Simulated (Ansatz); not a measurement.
# Ir4W (R-3m) in Ansatz: band structure with PBEsol

Aim: the band structure of Ir4W with PBEsol.

Program: Ansatz 0.2.0. These are calculated values, not measurements. Logs are shortened: lines on timing, memory, paths and dates and some standing lists are left out, and cuts for length are marked.

**1. The structure**

It takes space group R-3m (No. 166, trigonal). The conventional cell has a = 2.756 Å, b = 2.756 Å, c = 33.932 Å, α = 90.00°, β = 90.00°, γ = 120.00°. Ir (site symmetry 3m) is surrounded by 9 Ir at 2.76 to 2.80 Å and 3 W at 2.76 Å. Ir (site symmetry 3m) has 12 Ir at 2.72 to 2.80 Å as nearest neighbours. Around W (site symmetry -3m) lie 6 W at 2.76 Å and 6 Ir at 2.76 Å.

The cell comes from a database or a generator and needn't be the stable form of this composition.

**2. Band structure, PBEsol, spin-orbit coupling, no magnetisation**

Input file input.yaml:

```yaml
crystal:
  lattice:
    - [1.3778399727, 0.7954962791, 11.3105617925]
    - [-1.3778399727, 0.7954962791, 11.3105617925]
    - [0.0, -1.5909925582, 11.3105617925]
  atoms:
    - { symbol: Ir, position: [0.399668, 0.399668, 0.399668] }
    - { symbol: Ir, position: [0.800809, 0.800809, 0.800809] }
    - { symbol: Ir, position: [0.199191, 0.199191, 0.199191] }
    - { symbol: Ir, position: [0.600332, 0.600332, 0.600332] }
    - { symbol: W, position: [0.0, 0.0, 0.0] }
hamiltonian:
  xc: pbesol
  pseudopotentials: { kind: paw_fr }
magnetization:
  noncollinear: true
  spin_orbit: true
kpoints:
  mp_grid: { grid: [11, 11, 11] }
  band_path:
    path:
      - [[0.0, 0.0, 0.0], [0.5, 0.0, 0.0], [0.5, 0.1699644088, -0.1699644088]]
      - [[0.8300355912, 0.5, 0.1699644088], [0.5, 0.5, 0.5], [0.0, 0.0, 0.0], [0.3349822044, 0.0, -0.3349822044]]
      - [[0.6650177956, 0.3349822044, 0.0], [0.5, 0.5, 0.0], [0.6650177956, 0.6650177956, 0.1699644088], [0.5, 0.5, 0.5]]
      - [[0.5, 0.0, 0.0], [0.8300355912, 0.3349822044, 0.3349822044]]
    npoints: 14
scf:
  occupations: { method: fermi_dirac, width: 0.05 }
  n_extra_bands: 12
output:
  forces: true
  stress: true
  eigenvalues: true
  fatbands: true
  write_density: true
  write_potential: true
  elf: true
  volumetric_format: npy
```

Potentials or basis: Ansatz PAW.

Launch:

```
$ ansatz run input.yaml --threads 2 --pin off --max-ram 5632MiB --backend cpu --events-out ev --progress --plain --runs-dir out
```

The program printed:

```text
Warning: RAYON_NUM_THREADS=2 ignored (pool sized by the plan → 2); use --threads N
basis.fft_grid_basis auto: the FFT boxes are laid along the combinations [[1, -1, 0], [0, 1, 0], [0, -1, 1]] of the cell's own vectors, 2.756, 11.422 and 2.756 Å long. The dense box has 20×80×20 points. Along the cell's own vectors, as sized, it would have 80×80×80, 16.00 times as many. Of the 12 symmetry operations that the crystal satisfies within crystal.symmetry.tolerance (time reversal apart; of a slab, those that keep its plane) the dense box along the cell's own vectors carries 12, and the one as laid loses 8 of those. basis.fft_grid_basis: typed keeps the cell's own vectors: state it where this run's energies or levels are differenced outside the engine with another run's, or held beside a run that keeps those vectors. Those combinations have planes normal to reciprocal vector 3, as the cell's own vectors have. Each planar average written beside output.write_density, output.write_potential has a row for each plane of the box: 20. The volumetric files lie along those combinations, not along the cell's own vectors: a cube or XSF file states them, and fields.json those of NumPy files.
scf.n_extra_bands = 12 over 82 filled bands (N_el = 82.0): the run solves 94 bands
Engine: ansatz 0.2.0, aarch64-unknown-linux-gnu
Pseudopotentials: kind: paw_fr
Pseudopotential: Ir, paw_fr, valence charge 17, recommended cutoff 420 eV (normal), Ir.paw.azcp#standard-fr
Pseudopotential: W, paw_fr, valence charge 14, recommended cutoff 420 eV (normal), W.paw.azcp#standard-fr
Functional definition: PBEsol
  exchange = pbesol_x
  correlation = pbesol_c
non-collinear run that drives no moment, with spin-orbit: no starting moment large enough to seed its density (crystal.atoms[].spin), no starting occupations that ask for one, no magnetisation constraint and no magnetic field, so the semilocal B_xc is pinned to zero
Crystal: 5 atoms, lattice volume = 74.383 Å³
Basis set: ecut = 420 eV, 1453 PW (Γ), FFT grids on a1−a2, a2, −a2+a3, exchange–correlation on 40×160×40 points (8 copies of the dense FFT grid, shifted against one another)
Bands: 94, of which v1, the nominal top of the filled ones, is band 82 counted from 1 (81 counted from 0)
Symmetry: 12 space group operations + 12 with time reversal
Magnetic group: BNS 166.98 (UNI 1328), of the structure as read, at distance tolerance 4.2e-5 Å
k-points: 146 of 1331
Projection manifold: j_resolved (fully-relativistic pseudo-atomic orbitals)
Non-local potential: Ir, projectors of the file, l = 0: 3, l = 1: 4, l = 2: 4, l = 3: 2
Non-local potential: W, projectors of the file, l = 0: 3, l = 1: 4, l = 2: 4, l = 3: 2
PAW form: soft (Blöchl's): semilocal exchange-correlation on the pseudo side does not see the compensation charge
PAW frozen core: Ir, regenerated for the run's functional, and the local potential with it (the file was generated under x = pbe(κ = 0.804, μ = 0.2195149727645171), c = pbe(β = 0.06672455060314922))
PAW frozen core: W, regenerated for the run's functional, and the local potential with it (the file was generated under x = pbe(κ = 0.804, μ = 0.2195149727645171), c = pbe(β = 0.06672455060314922))
PAW one-centre angular grid: Ir, 590 points (default); XC on 64 Gauss nodes
PAW one-centre angular grid: W, 590 points (default); XC on 64 Gauss nodes
Initial density: superposition of atomic densities (chi_scale 0.1, normalization cell, long waves kept (reshape's long-wave potential 0.67 eV rms))
Initial wavefunctions: pseudopotential atomic-orbital guess
Functional: x = pbesol(κ = 0.804, μ = 0.12345679012345678), c = pbesol(β = 0.046)
SCF iter   1: F=—  HF=-57604.144800 eV  |F-HF|=—  |Δ(HF+E_count)|=         —  Δρ=8.02e-2  dr2=5.16e1  dr2_m=0.00e0 (ungated)  ethr=3.10e-3  |M|=0.00e0 ∫|m|=0.00e0 μB  |m|>n=0.0e0 m-floor=0.0e0 τ_xc=0.0e0  β_m=0.30  ⟨swp⟩=5.5  Hψ=28859  notcnv=0
preconditioner: auto → Kerker (q_TF=auto, 2.773 Å⁻¹)  [metal: Δε(μ)=0.002 eV  Ē_g=5.792 eV  σ=0.050 eV  W_gap=0.01  n_scr=26 (ndim 8)  ℏωp=27.9 eV  f_vac=0.000  D(μ)=6.06/eV (n_scr^D=72)]
spin=Noncollinear: Kerker preconditioning applied to the charge; magnetization (m_x, m_y, m_z) channels mix plain (no charge-response kernel on spin).
[... 10 lines left out ...]
NSCF: frozen V_eff on 130 k-points
SCF converged after 10 iterations
Magnetization: |M| = 0.0000 μB,  M = (+0.0000, +0.0000, +0.0000) μB
Absolute magnetization: 0.0000 μB (∫|m|)
  site 0: m = (+0.0000, +0.0000, +0.0000) μB, |m| = 0.0000 μB  (R = 1.14 Å)
  site 1: m = (+0.0000, +0.0000, +0.0000) μB, |m| = 0.0000 μB  (R = 1.12 Å)
  site 2: m = (+0.0000, +0.0000, +0.0000) μB, |m| = 0.0000 μB  (R = 1.12 Å)
  site 3: m = (+0.0000, +0.0000, +0.0000) μB, |m| = 0.0000 μB  (R = 1.14 Å)
  site 4: m = (+0.0000, +0.0000, +0.0000) μB, |m| = 0.0000 μB  (R = 1.14 Å)
Free energy (F): -57602.030995 eV
Harris-Foulkes:  -57602.030995 eV  (|F-HF|=7.92e-9)
Internal energy: -57601.980742 eV  (E = F + TS)
E sigma→0 (E₀):  -57602.005869 eV
Entropy (-TS):   -0.050253 eV (-10.051 meV/atom)
Fermi energy:    24.072548 eV
--- Per-component energies (eV) ---
  E_band       = -516.277316
  E_kinetic    = 2933.873058
  E_local      = -5229.926724  (includes V_loc(G=0)·N_el)
  E_nonlocal   = 268.796733
  E_hartree    = 1998.294005
  E_xc         = -1328.004611
  E_vxc        = -1433.907428  (∫ρ·V_xc dr)
  E_paw        = -44909.651577  (= ΣΔE_a)
  E_vpaw       = -1051.703888  (= ΣTr[D̂ρ^β])
  E_aug_tail   = 0.000184  (compensation charges beyond the density's cutoff)
  E_ewald      = -11336.670307
  E_core_change = 1.308496  (= ΣΔE_core)
  E_smearing   = -0.050253  (= −TS)
  E_closure    = 0.000000  (closes the sum)
  Σ components = -57602.030995   (vs F -57602.030995, Δ=0.00e0)
--- Forces (eV/Å), atoms counted from 1 ---
  atom   1  Ir     0.00000000     0.00000000    -0.05690992
  atom   2  Ir     0.00000000    -0.00000000     0.01916028
  atom   3  Ir     0.00000000     0.00000000    -0.01916028
  atom   4  Ir     0.00000000    -0.00000000     0.05690992
  atom   5  W      0.00000000     0.00000000    -0.00000000
  max |Σ_I F_I| component: 1.39e-17 eV/Å
--- Stress (GPa, compression-positive) ---
      -11.008891       0.000000       0.000000
        0.000000     -11.008891       0.000000
        0.000000       0.000000     -12.180101
  P = ⅓ Tr σ = -11.3993 GPa (-113.993 kbar)
--- Band table (eV; the first three rows and the last of 146) ---
  k-point 0: bands = ["-68.4740", "-68.4740", "-68.4422", "-68.4422", "-68.3655", "-68.3655", "-68.3650", "-68.3650", "-49.7268", "-49.7268", "-35.3258", "-35.3258", "-35.2451", "-35.2451", "-35.1762", "-35.1762", "-35.1664", "-35.1664", "-21.9361", "-21.9361", "-21.7335", "-21.7335", "-21.5564", "-21.5564", "-21.5018", "-21.5018", "-21.4488", "-21.4488", "-21.4388", "-21.4388", "-21.3889", "-21.3889", "-21.3808", "-21.3808", "-20.9163", "-20.9163", "-11.2786", "-11.2786", "-10.6636", "-10.6636", "13.5282", "13.5282", "15.0069", "15.0069", "15.1587", "15.1587", "16.3816", "16.3816", "16.8642", "16.8642", "19.7277", "19.7277", "19.9953", "19.9953", "19.9988", "19.9988", "20.1525", "20.1525", "20.2087", "20.2087", "20.3660", "20.3660", "20.8646", "20.8646", "20.9022", "20.9022", "21.1530", "21.1530", "21.1790", "21.1790", "21.3706", "21.3706", "22.2288", "22.2288", "22.3848", "22.3848", "22.4276", "22.4276", "22.5650", "22.5650", "22.8444", "22.8444", "23.0124", "23.0124", "23.2556", "23.2556", "23.3298", "23.3298", "24.3079", "24.3079", "24.4453", "24.4453", "24.5730", "24.5730"]
  k-point 1: bands = ["-68.4705", "-68.4705", "-68.4399", "-68.4399", "-68.3627", "-68.3627", "-68.3623", "-68.3623", "-49.7179", "-49.7179", "-35.3317", "-35.3317", "-35.2535", "-35.2535", "-35.1849", "-35.1849", "-35.1760", "-35.1760", "-21.9354", "-21.9354", "-21.7401", "-21.7401", "-21.5752", "-21.5752", "-21.5301", "-21.5301", "-21.4770", "-21.4770", "-21.4603", "-21.4603", "-21.4175", "-21.4175", "-21.4096", "-21.4096", "-20.9357", "-20.9357", "-11.2954", "-11.2954", "-10.7399", "-10.7399", "13.8452", "13.8452", "15.2649", "15.2649", "15.4863", "15.4863", "16.6727", "16.6727", "17.1732", "17.1732", "19.5207", "19.5207", "19.8431", "19.8431", "19.9519", "19.9519", "20.1188", "20.1188", "20.2634", "20.2634", "20.4014", "20.4014", "20.8119", "20.8119", "20.9282", "20.9282", "21.1302", "21.1302", "21.2262", "21.2262", "21.4602", "21.4602", "21.5949", "21.5949", "21.9341", "21.9341", "22.3381", "22.3381", "22.5720", "22.5720", "22.6952", "22.6952", "22.9104", "22.9104", "23.4226", "23.4226", "23.5799", "23.5799", "24.3308", "24.3308", "24.5679", "24.5679", "24.7477", "24.7477"]
  k-point 2: bands = ["-68.4610", "-68.4610", "-68.4336", "-68.4336", "-68.3553", "-68.3553", "-68.3550", "-68.3550", "-49.6941", "-49.6941", "-35.3471", "-35.3471", "-35.2765", "-35.2765", "-35.2082", "-35.2082", "-35.2017", "-35.2017", "-21.9363", "-21.9363", "-21.7683", "-21.7683", "-21.6434", "-21.6434", "-21.5962", "-21.5962", "-21.5723", "-21.5723", "-21.5204", "-21.5204", "-21.4866", "-21.4866", "-21.4453", "-21.4453", "-20.9892", "-20.9892", "-11.3588", "-11.3588", "-10.9182", "-10.9182", "14.7233", "14.7233", "15.9414", "15.9414", "16.2836", "16.2836", "17.3831", "17.3831", "17.9211", "17.9211", "19.0050", "19.0050", "19.5470", "19.5470", "19.6105", "19.6105", "19.8240", "19.8240", "20.0450", "20.0450", "20.3519", "20.3519", "20.4988", "20.4988", "20.7172", "20.7172", "21.1709", "21.1709", "21.4668", "21.4668", "21.5977", "21.5977", "21.7911", "21.7911", "21.9444", "21.9444", "22.0331", "22.0331", "22.2698", "22.2698", "22.8732", "22.8732", "23.2091", "23.2091", "23.3727", "23.3727", "23.6936", "23.6936", "24.3724", "24.3724", "24.8486", "24.8486", "25.3727", "25.3727"]
  k-point 145: bands = ["-68.4705", "-68.4705", "-68.4399", "-68.4399", "-68.3627", "-68.3627", "-68.3623", "-68.3623", "-49.7179", "-49.7179", "-35.3317", "-35.3317", "-35.2534", "-35.2534", "-35.1855", "-35.1855", "-35.1755", "-35.1755", "-21.9383", "-21.9383", "-21.7239", "-21.7239", "-21.6013", "-21.6013", "-21.5296", "-21.5296", "-21.4691", "-21.4691", "-21.4557", "-21.4557", "-21.4185", "-21.4185", "-21.4085", "-21.4085", "-20.9361", "-20.9361", "-11.2954", "-11.2954", "-10.7399", "-10.7399", "14.1177", "14.1177", "14.4391", "14.4391", "16.3376", "16.3376", "16.5147", "16.5147", "17.1346", "17.1346", "19.7233", "19.7233", "19.9002", "19.9002", "19.9225", "19.9225", "20.0691", "20.0691", "20.1927", "20.1927", "20.3163", "20.3163", "20.3802", "20.3802", "20.9030", "20.9030", "20.9858", "20.9858", "21.2981", "21.2981", "21.3506", "21.3506", "21.6254", "21.6254", "22.0588", "22.0588", "22.3674", "22.3674", "22.6739", "22.6739", "22.9090", "22.9090", "23.0890", "23.0890", "23.3256", "23.3256", "23.8904", "23.8904", "24.1233", "24.1233", "24.3419", "24.3419", "24.8572", "24.8572"]
```

Run time: 6 min. Hardware: 2 threads of Arm Neoverse V1, shared host; peak memory 1.7 GiB.

What came out:

```
Free energy            : -57602.0310 eV
Pressure               : -11.4 GPa
Largest force          : 0.057 eV/Å
Band gap on the k mesh : none (metal or under the smearing width)
```

Forces on the atoms (eV/Å):
```
Ir   0.000  0.000 -0.057
Ir   0.000  0.000  0.019
Ir   0.000  0.000 -0.019
Ir   0.000  0.000  0.057
W    0.000  0.000  0.000
```

Levels at the corners of the path, in eV from the Fermi level:
| point | band 78 | band 79 | band 80 | band 81 | band 82 | band 83 |
| --- | --- | --- | --- | --- | --- | --- |
| Γ | -1.64 | -1.51 | -1.51 | -1.23 | -1.23 | -1.06 |
| L | 0.30 | 0.83 | 0.83 | 1.03 | 1.03 | 1.07 |
| B1 | -0.32 | -0.05 | -0.05 | 0.40 | 0.40 | 0.57 |
| B | -0.32 | -0.05 | -0.05 | 0.40 | 0.40 | 0.57 |
| Z | -1.70 | -1.11 | -1.11 | -0.98 | -0.98 | -0.74 |
| Γ | -1.64 | -1.51 | -1.51 | -1.23 | -1.23 | -1.06 |
| X | -0.32 | -0.04 | -0.04 | 0.40 | 0.40 | 0.56 |
| Q | -0.32 | -0.04 | -0.04 | 0.40 | 0.40 | 0.56 |
| F | 0.89 | 0.99 | 0.99 | 1.13 | 1.13 | 1.13 |
| P1 | 0.88 | 0.96 | 0.96 | 1.05 | 1.05 | 1.12 |
| Z | -1.70 | -1.11 | -1.11 | -0.98 | -0.98 | -0.74 |
| L | 0.30 | 0.83 | 0.83 | 1.03 | 1.03 | 1.07 |
| P | 0.88 | 0.96 | 0.96 | 1.05 | 1.05 | 1.12 |

Caveat: the PAW data sets come from PBE, with cores solved anew for the run's functional, which leaves a small shift of forces and pressure.
